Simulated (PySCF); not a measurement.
# NaCd: spin, charge, geometry and surroundings

How does NaCd answer to another spin, charge, distance or environment?

Method: method and basis as typed in the scripts; program: PySCF 2.14.0.

2 further runs of the same task are left out: 2 for a known fault of the program.

## Step 1: Starting geometry

NaCd: 2 atoms, charge 0, spin multiplicity 2.

Bond lengths: Na1–Cd2 2.678 Å.

## Step 2: Base script

input.py

```python
from pyscf import gto, scf

mol = gto.M(
    atom='Na 0 0 0; Cd 0 0 2.678',
    basis='def2-svpd',
    ecp={'Cd': 'def2-svpd'},
    charge=0,
    spin=1,
    verbose=4,
)
mf = scf.UHF(mol)
mf.kernel()
mf.nuc_grad_method().kernel()
mf.dip_moment()
print('orbital energies (hartree):', [e[max(0, n-3):n+3].round(4) for e, n in zip(mf.mo_energy, mol.nelec)])
```

Run with:

```console
OMP_NUM_THREADS=1 python input.py
```

The log of this run is left out.

It gives: E(SCF) = -328.620200 Eh, 14 cycles, ⟨S²⟩ = 0.794, μ = 0.47 D, gradient on the second atom -0.0271 Eh/bohr.

The bond length is a typed value, not an optimised one.

## Step 3: Bond 5.356 Å

Variant 1 changes bond length: 2.678 Å → 5.356 Å.

input.py

```python
from pyscf import gto, scf

mol = gto.M(
    atom='Na 0 0 0; Cd 0 0 5.356',
    basis='def2-svpd',
    ecp={'Cd': 'def2-svpd'},
    charge=0,
    spin=1,
    verbose=4,
)
mf = scf.UHF(mol)
mf.kernel()
mf.nuc_grad_method().kernel()
mf.dip_moment()
print('orbital energies (hartree):', [e[max(0, n-3):n+3].round(4) for e, n in zip(mf.mo_energy, mol.nelec)])
```

Run with:

```console
OMP_NUM_THREADS=1 python input.py
```

## Step 4: Bond 3.348 Å

Variant 2 changes bond length: 2.678 Å → 3.348 Å.

input.py, as its differences from that of step 2:

```diff
@@ -3,3 +3,3 @@
 mol = gto.M(
-    atom='Na 0 0 0; Cd 0 0 2.678',
+    atom='Na 0 0 0; Cd 0 0 3.348',
     basis='def2-svpd',
```

## Step 5: Electric field 0.05 a.u.

Variant 3 changes electric field: none → 0.05 a.u.; step after the SCF: gradient → analyze.

input.py, as its differences from that of step 2:

```diff
@@ -11,4 +11,9 @@
 mf = scf.UHF(mol)
+field = 0.05  # electric field along z, atomic units
+h = mf.get_hcore() + field*mol.intor('int1e_r')[2]
+mf.get_hcore = lambda *args: h
+e_nuc = mol.energy_nuc() - field*mol.atom_charges() @ mol.atom_coords()[:, 2]
+mf.energy_nuc = lambda *args: e_nuc
 mf.kernel()
-mf.nuc_grad_method().kernel()
+mf.mulliken_pop()
 mf.dip_moment()
```

## Step 6: Charge +2

Variant 4 changes charge: 0 → 2.

input.py, as its differences from that of step 2:

```diff
@@ -6,3 +6,3 @@
     ecp={'Cd': 'def2-svpd'},
-    charge=0,
+    charge=2,
     spin=1,
```

**Question.** What will these runs give? Wanted: for each run, E(SCF); from base; gap, α spin; SCF dipole.

As calculated:

```tsv
run	E(SCF) (hartree)	from base (eV)	cycles	gap, α spin (eV)	SCF dipole (D)
base	-328.620200	0	14	4.81	0.47
bond 5.356 Å	-328.639256	-0.5185	15	5.44	0.10
bond 3.348 Å	-328.635796	-0.4244	14	5.03	0.55
electric field 0.05 a.u.	-329.005329	-10.4799	12	6.36	41.67
charge +2	-328.003427	+16.7833	10	11.60	n/a
```

In words: Of the runs whose energies can be compared, “electric field 0.05 a.u.” moves the SCF energy most (-10.480 eV).
